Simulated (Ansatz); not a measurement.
# RuF2: the cost of one run

Program: Ansatz 0.2.0. PAW datasets, plane waves. No spin polarisation and no zero-point or thermal motion; the cell was built from a prototype and may be hypothetical.

**1. The cell**

The cell was relaxed beforehand with r2SCAN.

In-plane lattice: a = 2.638 Å, b = 2.638 Å, γ = 120.0°; thickness between the outer nuclei 3.27 Å. Around Ru lie 6 F at 2.23 Å; around F lie 3 Ru at 2.23 Å.

Structure file:

```
CELL_PARAMETERS angstrom
2.63763 0.00000 0.00000
-1.31881 2.28425 0.00000
0.00000 0.00000 30.40360
ATOMIC_POSITIONS crystal
Ru 0.33333 0.66667 0.29602
F 0.66667 0.33333 0.34976
F 0.66667 0.33333 0.24227
```
Periodic in the plane only; c spans the vacuum.

**2. PBE band path**

input.yaml reads:

```yaml
crystal:
  lattice:
    - [2.6376268268, 0.0, 0.0]
    - [-1.3188134134, 2.2842518377, 0.0]
    - [0.0, 0.0, 30.4036028602]
  atoms:
    - { symbol: Ru, position: [0.3333333333, 0.6666666667, 0.2960175491] }
    - { symbol: F, position: [0.6666666667, 0.3333333333, 0.3497626172] }
    - { symbol: F, position: [0.6666666667, 0.3333333333, 0.2422724809] }
  periodic: [true, true, false]
kpoints:
  mp_grid: { grid: [12, 12, 1] }
  band_path:
    path:
      - [0, 0, 0]
      - [0.5, 0, 0]
      - [0.3333333333333, 0.3333333333333, 0]
      - [0, 0, 0]
    npoints: 10
hamiltonian:
  xc: pbe
scf:
  occupations: { method: fermi_dirac, width: 0.02 }
  n_extra_bands: 4
output:
  forces: true
  stress: true
  eigenvalues: true
```

Started as:

```
> ansatz run input.yaml --threads 2 --pin off --max-ram 29491MiB --backend cpu --events-out ev --progress --plain --runs-dir out
```

What time and memory should one allow on 2 threads of AMD EPYC 7R13 (Zen 3), shared host?

About 5.2 s, with a peak of 0.42 GiB.
